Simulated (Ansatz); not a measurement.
# ScBr2: the cost of one run

Program: Ansatz 0.2.0. Level of theory: DFT r2SCAN, scalar-relativistic, plane waves, PAW. These are calculated values, not measurements.

1 further run of the same task is left out (it didn't finish).

## 1. The system as given

It takes space group Pmma (No. 51, orthorhombic). The conventional cell has a = 6.304 Å, b = 3.968 Å, c = 32.283 Å, α = 90.00°, β = 90.00°, γ = 90.00°. Sc (site symmetry 2/m) is surrounded by 6 Br at 2.66 to 2.81 Å. Br (site symmetry mm2) has 2 Sc at 2.66 Å as nearest neighbours. Br (site symmetry mm2) has 4 Sc at 2.81 Å as nearest neighbours.

Structure file:

```xyz
6
Lattice="3.9685 0.0000 0.0000 0.0000 6.3041 0.0000 0.0000 0.0000 32.2830" Properties=species:S:1:pos:R:3 pbc="T T F"
Sc    0.0000    0.0000    9.5000
Sc    0.0000    3.1521    9.5000
Br    0.0000    4.7281    7.3633
Br    1.9842    4.7281   10.7245
Br    0.0000    1.5760   11.6367
Br    1.9842    1.5760    8.2755
```

The cell was relaxed beforehand at this level, from a generated guess; it needn't be the stable form of this composition. At a tolerance of 0.05 Å it has layer group pmma (No. 41); it has 4.17 Å²/atom, an uncorrected energy of -1.48 eV/atom over the elements and, on its mesh, gap none (metal).

Only a and b are periodic; c spans vacuum, so the box's volume, pressure and space group aren't properties of the sheet.

## 2. Level of theory: r2SCAN

The input, input.yaml:

```yaml
crystal:
  lattice:
    - [3.968468, 0.0, 0.0]
    - [0.0, 6.304112, 0.0]
    - [0.0, 0.0, 32.282954]
  atoms:
    - { symbol: Sc, position: [0.0, 0.0, 0.2942728333] }
    - { symbol: Sc, position: [0.0, 0.5, 0.2942728333] }
    - { symbol: Br, position: [0.0, 0.75, 0.2280868333] }
    - { symbol: Br, position: [0.5, 0.75, 0.3322023333] }
    - { symbol: Br, position: [0.0, 0.25, 0.3604588333] }
    - { symbol: Br, position: [0.5, 0.25, 0.2563433333] }
  periodic: [true, true, false]
basis:
  ecutwfc: 500
kpoints:
  mp_grid: { grid: [10, 6, 1] }
  band_path:
    path:
      - [0.0, 0.0, 0.0]
      - [0.0, 0.5, 0.0]
      - [-0.5, 0.5, 0.0]
      - [-0.5, 0.0, 0.0]
      - [0.0, 0.0, 0.0]
    npoints: 14
hamiltonian:
  xc: r2scan
scf:
  occupations: { method: gaussian, width: 0.1 }
  n_extra_bands: 15
output:
  forces: true
  stress: true
  eigenvalues: true
  populations: true
  dos: { projected: true, de: 0.02, nscf_kmesh: { grid: [12, 8, 1] } }
  bader: true
  write_density: true
  write_potential: true
  elf: true
  volumetric_format: npy
```

Run with:

```bash
ansatz run input.yaml --threads 4 --pin off --max-ram 8192MiB --backend cpu --events-out ev --progress --plain --runs-dir out
```

Q: Estimate wall time and peak memory on 4 threads of Arm Neoverse V1, shared host.

About 2.2 min, with a peak of 3 GiB.
